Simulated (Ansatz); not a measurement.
# CH5ClZn: a nudged elastic band in two tries

Aim: a band of images between two relaxed ends for this system.

Method: RKS PBE0-D4/def2-SVP, in Ansatz 0.2.0.

**1. The structure to begin with**

Bond lengths: Zn1–H2 1.571 Å, Zn1–C3 1.940 Å, H4–Cl5 1.306 Å, C3–H6 1.102 Å, C3–H7 1.102 Å, C3–H8 1.102 Å. Angles: H2–Zn1–C3 176.2°, Zn1–C3–H6 111.6°, Zn1–C3–H7 111.6°, Zn1–C3–H8 110.3°, H6–C3–H7 107.6°, H6–C3–H8 107.8°, H7–C3–H8 107.8°.

Coordinates:

```xyz
8

Zn    0.1326    0.6176   -0.4985
H    -0.6590    1.7784   -1.2003
C     1.2175   -0.7718    0.3108
H    -2.2050    1.2055   -0.4184
Cl   -2.7934    0.3458    0.3699
H     2.0356   -0.3474    0.9148
H     1.6703   -1.4270   -0.4509
H     0.6014   -1.4012    0.9727
```

**2. First try**

input.yaml reads:

```yaml
crystal:
  periodic: [false, false, false]
  atoms:
    - { symbol: Zn, position_ang: [0.132647, 0.617605, -0.498481] }
    - { symbol: H, position_ang: [-0.658983, 1.778449, -1.200348] }
    - { symbol: C, position_ang: [1.217459, -0.771803, 0.310755] }
    - { symbol: H, position_ang: [-2.205035, 1.205542, -0.41843] }
    - { symbol: Cl, position_ang: [-2.793391, 0.345796, 0.369881] }
    - { symbol: H, position_ang: [2.035629, -0.347413, 0.914755] }
    - { symbol: H, position_ang: [1.670257, -1.426969, -0.450899] }
    - { symbol: H, position_ang: [0.601418, -1.401207, 0.972667] }
basis:
  gaussian: { orbitals: def2-SVP }
hamiltonian:
  xc: pbe0
  dispersion: d4
neb:
  order_check: false
  images: 7
  f_tol: 0.05
  max_iterations: 8
  spring: 0.5
  final_atoms:
    - { symbol: Zn, position_ang: [-0.74292128, -0.42310646, 0.47583326] }
    - { symbol: H, position_ang: [-0.76140089, 2.21409442, -1.48159064] }
    - { symbol: C, position_ang: [1.13282772, -0.86685369, 0.40023183] }
    - { symbol: H, position_ang: [-1.35266798, 1.8949956, -1.12016112] }
    - { symbol: Cl, position_ang: [-2.81172096, 0.04745334, 0.5730568] }
    - { symbol: H, position_ang: [1.74778967, -0.00870168, 0.71207033] }
    - { symbol: H, position_ang: [1.4257682, -1.14400975, -0.62408289] }
    - { symbol: H, position_ang: [1.36232651, -1.71387179, 1.06454242] }
  initial_path: idpp
  relax_end_points: true
```

Run with:

```bash
ansatz run input.yaml --threads 2 --pin off --max-ram 3072MiB --backend cpu --events-out ev --progress --plain --runs-dir out
```

What does the calculation give? Wanted: first try.

**Answer**, as computed:

| quantity | value |
| --- | --- |
| first try | refused |
| cause | relaxing the ends inside the band is not offered in a Gaussian basis |

**Reading.** The fault in the first input was caught at the input check and cost nothing.
